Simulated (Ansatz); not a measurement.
# Zr2Cl: from a guess to a relaxed structure, part 2 of 2

The task: take a trial cell of Zr2Cl to zero force and stress.

Ansatz 0.2.0; DFT PBE, scalar-relativistic, plane waves, PAW. Earlier steps stand in the parts before.

## (5) Full relaxation

The end of the coarse run is made exact in the group found at a tolerance of 0.06 Å and reduced to its primitive cell.

input.yaml

```yaml
crystal:
  lattice:
    - [0.0, 4.1823740365, 4.1823740365]
    - [4.1823740365, 0.0, 4.1823740365]
    - [4.1823740365, 4.1823740365, 0.0]
  atoms:
    - { symbol: Zr, position: [0.625, 0.625, 0.625] }
    - { symbol: Zr, position: [0.125, 0.625, 0.625] }
    - { symbol: Zr, position: [0.625, 0.125, 0.625] }
    - { symbol: Zr, position: [0.625, 0.625, 0.125] }
    - { symbol: Cl, position: [0.0, 0.0, 0.0] }
    - { symbol: Cl, position: [0.25, 0.25, 0.25] }
basis:
  ecutwfc: 420
kpoints:
  mp_grid: { grid: [8, 8, 8] }
hamiltonian:
  xc: pbe
scf:
  occupations: { method: gaussian, width: 0.1 }
output:
  forces: true
  stress: true
  eigenvalues: true
  write_density: true
  write_potential: true
  elf: true
  volumetric_format: npy
relax:
  adjacent_minimum: "off"
  f_tol: 0.01
  max_steps: 80
  cell: { stress_tol: 0.05 }
```

Run with:

```
$ ansatz run input.yaml --threads 1 --pin off --max-ram 2560MiB --backend cpu --events-out ev --progress --plain --runs-dir out
```

Output (excerpt; [...] marks lines left out):

```text
Warning: RAYON_NUM_THREADS=1 ignored (pool sized by the plan → 1); use --threads N
[...]
Pseudopotentials: kind: paw
Pseudopotential: Zr, paw, valence charge 12, recommended cutoff 420 eV (normal), Zr.paw.azcp
Pseudopotential: Cl, paw, valence charge 7, recommended cutoff 420 eV (normal), Cl.paw.azcp
Functional definition: PBE
[...]
Crystal: 6 atoms, lattice volume = 146.318 Å³
Basis set: ecut = 420 eV, 2837 PW (Γ), exchange–correlation on 80×80×80 points (8 copies of the dense FFT grid, shifted against one another)
Bands: 38, of which v1, the nominal top of the filled ones, is band 31 counted from 1 (30 counted from 0)
Symmetry: 48 space group operations
Space group: Fd-3m (ITA 227), of the structure as read, at distance tolerance 5.3e-5 Å
k-points: 29 of 512
[...]
SCF iter   1: F=—  HF=-18891.278282 eV  |F-HF|=—  |Δ(HF+E_count)|=         —  Δρ=7.47e-3  dr2=1.33e-1  ethr=1.77e-3  ⟨swp⟩=5.4  Hψ=4372  notcnv=0
[...]
       -0.005836       0.000000       0.000000
        0.000000      -0.005836       0.000000
        0.000000       0.000000      -0.005836
  P = ⅓ Tr σ = -0.0058 GPa (-0.058 kbar)
--- Band table (eV; the first three rows and the last of 29) ---
[...]
--- Relaxed structure (2 steps of the walk, 2 accepted, 1 SCFs on fresh bases) ---
  F+E_penalty+E_count = -18891.24882835 eV   max|allowed force component| = 8.095e-17 eV/Å   (the final SCF, on the basis selected at the relaxed cell)
  cell:  # Å, volume = 146.5198 Å³
    - [9.55382256167923e-35, 4.184293059114968, 4.184293059114968]
    - [4.184293059114968, -2.22922526439182e-34, 4.184293059114968]
    - [4.184293059114968, 4.184293059114968, -7.643058049343385e-35]
  atoms:
    - { symbol: Zr, position: [0.625, 0.625, 0.625] }
    - { symbol: Zr, position: [0.125, 0.625, 0.625] }
    - { symbol: Zr, position: [0.625, 0.125, 0.625] }
    - { symbol: Zr, position: [0.625, 0.625, 0.125] }
    - { symbol: Cl, position: [1.521566615147544e-34, -1.5295611855673393e-34, -1.5275625429623906e-34] }
    - { symbol: Cl, position: [0.25, 0.25, 0.25] }
```

It took 64 s on 1 thread of Intel Xeon at 2.50GHz (Skylake/Cascade Lake), shared host; peak memory 0.5 GiB.

The steps of the relaxation:

| step | energy from step 1 (eV/cell) | largest force component (eV/Å) | pressure (GPa) | volume (Å³) |
| --- | --- | --- | --- | --- |
| 1 | 0.0000 | 0.0000 | 0.06 | 146.32 |
| 2 | 0.0000 | 0.0000 | -0.01 | 146.52 |
| 3 | 0.0000 | 0.0000 | -0.01 | 146.52 |

Step 1 is the start. Step 3 repeats the geometry before it on a plane-wave basis chosen anew for that cell, so its energy need not be comparable with the rows above.

Lengths and angles in the start's conventional setting:

|  | before | after | change |
| --- | --- | --- | --- |
| a (Å) | 8.365 | 8.369 | 0.0 % |
| b (Å) | 8.365 | 8.369 | 0.0 % |
| c (Å) | 8.365 | 8.369 | 0.0 % |
| volume (Å³/atom) | 24.39 | 24.42 | +0.1 % |
| shortest distance (Å) | 2.957 | 2.959 | 0.0 % |
| space group (0.01 Å) | Fd-3m | Fd-3m | same |

The run keeps the 48 symmetry operations of the start, so it could not have lowered the symmetry.

Axes a, b and c in the maps are those of this run's conventional cell (a, b, c = 8.369, 8.369, 8.369 Å).

Density in a lattice plane of the grid's cell (edges 8.37 and 8.37 Å, at 0.125 of the third edge), which holds Zr.

Values in e/Å³, 12 rows by 12 columns:
```
0.22 0.14 0.10 0.36 3.65 3.56 0.41 0.14 0.10 0.07 0.05 0.11
0.07 0.10 0.14 0.46 3.78 3.65 0.32 0.10 0.14 0.21 0.11 0.05
0.09 0.36 0.46 0.28 0.46 0.36 0.09 0.07 0.21 0.46 0.21 0.07
0.32 3.65 3.78 0.46 0.14 0.10 0.07 0.05 0.11 0.21 0.14 0.10
0.41 3.56 3.65 0.36 0.10 0.14 0.22 0.11 0.05 0.07 0.10 0.14
0.28 0.41 0.32 0.09 0.07 0.22 0.47 0.22 0.07 0.09 0.32 0.41
0.41 0.14 0.10 0.07 0.05 0.11 0.22 0.14 0.10 0.36 3.65 3.56
0.32 0.10 0.14 0.21 0.11 0.05 0.07 0.10 0.14 0.46 3.78 3.65
0.09 0.07 0.21 0.46 0.21 0.07 0.09 0.36 0.46 0.28 0.46 0.36
0.07 0.05 0.11 0.21 0.14 0.10 0.32 3.65 3.78 0.46 0.14 0.10
0.22 0.11 0.05 0.07 0.10 0.14 0.41 3.56 3.65 0.36 0.10 0.14
0.47 0.22 0.07 0.09 0.32 0.41 0.28 0.41 0.32 0.09 0.07 0.22
```
Columns run along the first of these edges and rows up along the second, over one cell in 12 and 12 even steps from the bottom left corner. Atoms in the plane (fractional): Zr at (0.12, 0.62), Zr at (0.62, 0.12), Zr at (0.38, 0.88), Zr at (0.88, 0.37).

ELF in the same plane.

Ten even steps from '0' (0.05) to '9' (0.79):
```
875210059996243210000157
542121398389324311100014
111342398389212224431000
001234369995001257875100
002333333320000269996200
059996343210000157875210
298389324311100013442221
398389312124541000111342
269995001257875100001234
333310000269996200001333
243210000157875210059996
324311100014542121398389
212224431000111342398389
001257875100001234369995
000269996200002333333320
000157875210059996343210
100013442221298389324311
541000111342398389312124
875100001234269995001257
996200001333333310000269
```
Columns run along the first of these edges and rows up along the second, over one cell in 24 and 20 even steps from the bottom left corner. Atoms in the plane (fractional): Zr at (0.12, 0.62), Zr at (0.62, 0.12), Zr at (0.38, 0.88), Zr at (0.88, 0.37).

Both are smooth fields of the valence electrons: close to the nuclei they are not physical.

The highest ELF values outside the cores: 0.87 in the shell around Cl, 0.8 Å from Cl; 0.48 between the atoms, 1.8 Å from Zr.

## (6) Changed: occupations.method fermi_dirac, occupations.width 0.2

input.yaml

```yaml
crystal:
  lattice:
    - [0.0, 4.1842930591, 4.1842930591]
    - [4.1842930591, 0.0, 4.1842930591]
    - [4.1842930591, 4.1842930591, 0.0]
  atoms:
    - { symbol: Zr, position: [0.625, 0.625, 0.625] }
    - { symbol: Zr, position: [0.125, 0.625, 0.625] }
    - { symbol: Zr, position: [0.625, 0.125, 0.625] }
    - { symbol: Zr, position: [0.625, 0.625, 0.125] }
    - { symbol: Cl, position: [0.0, 0.0, 0.0] }
    - { symbol: Cl, position: [0.25, 0.25, 0.25] }
basis:
  ecutwfc: 420
kpoints:
  mp_grid: { grid: [8, 8, 8] }
hamiltonian:
  xc: pbe
scf:
  occupations: { method: fermi_dirac, width: 0.2 }
output:
  forces: true
  eigenvalues: true
  stress: true
```

Run with:

```
$ ansatz run input.yaml --threads 1 --pin off --max-ram 2560MiB --backend cpu --events-out ev --progress --plain --runs-dir out
```

Output (excerpt; [...] marks lines left out):

```text
Warning: RAYON_NUM_THREADS=1 ignored (pool sized by the plan → 1); use --threads N
band count auto-derived: 40 (N_el = 62.0; filled up to band 31; 38 by the electrons, moments and atoms)
[...]
Pseudopotentials: kind: paw
Pseudopotential: Zr, paw, valence charge 12, recommended cutoff 420 eV (normal), Zr.paw.azcp
Pseudopotential: Cl, paw, valence charge 7, recommended cutoff 420 eV (normal), Cl.paw.azcp
Functional definition: PBE
[...]
Crystal: 6 atoms, lattice volume = 146.520 Å³
Basis set: ecut = 420 eV, 2837 PW (Γ), exchange–correlation on 80×80×80 points (8 copies of the dense FFT grid, shifted against one another)
Bands: 40, of which v1, the nominal top of the filled ones, is band 31 counted from 1 (30 counted from 0)
Symmetry: 48 space group operations
Space group: Fd-3m (ITA 227), of the structure as read, at distance tolerance 5.3e-5 Å
k-points: 29 of 512
[...]
SCF iter   7: F=-18891.723600 eV  HF=-18891.723600 eV  |F-HF|=8.29e-9  |Δ(HF+E_count)|=   1.57e-7  Δρ=3.07e-6  dr2=1.39e-8  ethr=1.61e-10  ⟨swp⟩=5.7  Hψ=4354  notcnv=0
[...]
SCF converged after 7 iterations
Free energy (F): -18891.723600 eV
[...]
E sigma→0 (E₀):  -18891.209106 eV
Entropy (-TS):   -1.028988 eV (-171.498 meV/atom)
Fermi energy:    10.781130 eV
[...]
--- Forces (eV/Å), atoms counted from 1 ---
  atom   1  Zr     0.00000000    -0.00000000    -0.00000000
  atom   2  Zr     0.00000000    -0.00000000     0.00000000
  atom   3  Zr     0.00000000     0.00000000     0.00000000
  atom   4  Zr     0.00000000     0.00000000     0.00000000
  atom   5  Cl     0.00000000    -0.00000000    -0.00000000
  atom   6  Cl     0.00000000    -0.00000000     0.00000000
[...]
--- Stress (GPa, compression-positive) ---
        0.728194       0.000000      -0.000000
        0.000000       0.728194       0.000000
       -0.000000      -0.000000       0.728194
  P = ⅓ Tr σ = 0.7282 GPa (7.282 kbar)
--- Band table (eV; the first three rows and the last of 29) ---
[...]
```

It took 24 s on 1 thread of Intel Xeon at 2.50GHz (Skylake/Cascade Lake), shared host; peak memory 0.49 GiB.

| run | ending | energy change | pressure (GPa) | gap (eV) | force (eV/Å) | cycles | time |
| --- | --- | --- | --- | --- | --- | --- | --- |
| step 5 | converged | 0 | 0.0 | 0.00 | 0.00 | - | 64 s |
| variant | converged | +3.9 meV/atom (σ→0) | 0.7 | 0.00 | 0.00 | 7 | 24 s |

Changing the smearing moves the energy by +3.9 meV/atom (σ→0 values), and the pressure goes from 0.0 to 0.7 GPa. These settings are too coarse to quote as the system's properties.

## (7) Outcome

This closing draws on all 2 parts. Changes of volume or cell count from the first structure of part 1.

```
                                                              quantity                                                                      value
                                symmetry at the end (tolerance 0.05 Å)                                                space group Fd-3m (No. 227)
                                                     conventional cell  a = 8.369 Å, b = 8.369 Å, c = 8.369 Å, α = 90.00°, β = 90.00°, γ = 90.00°
                                                                volume                                                              24.42 Å³/atom
energy over the elements (uncorrected; H, N, O, F and Cl as molecules)                                                              +0.50 eV/atom
                                                       gap on the mesh                                                               none (metal)
```

**Reading.** The space group Fd-3m (No. 227) is kept, and the volume per atom shrinks by 9.5 % from the first guess. With a positive formation energy it can't be a ground state. No finished test with a distortion of lower symmetry is shown, so the end may be a saddle point. Other magnetic orders were not searched.
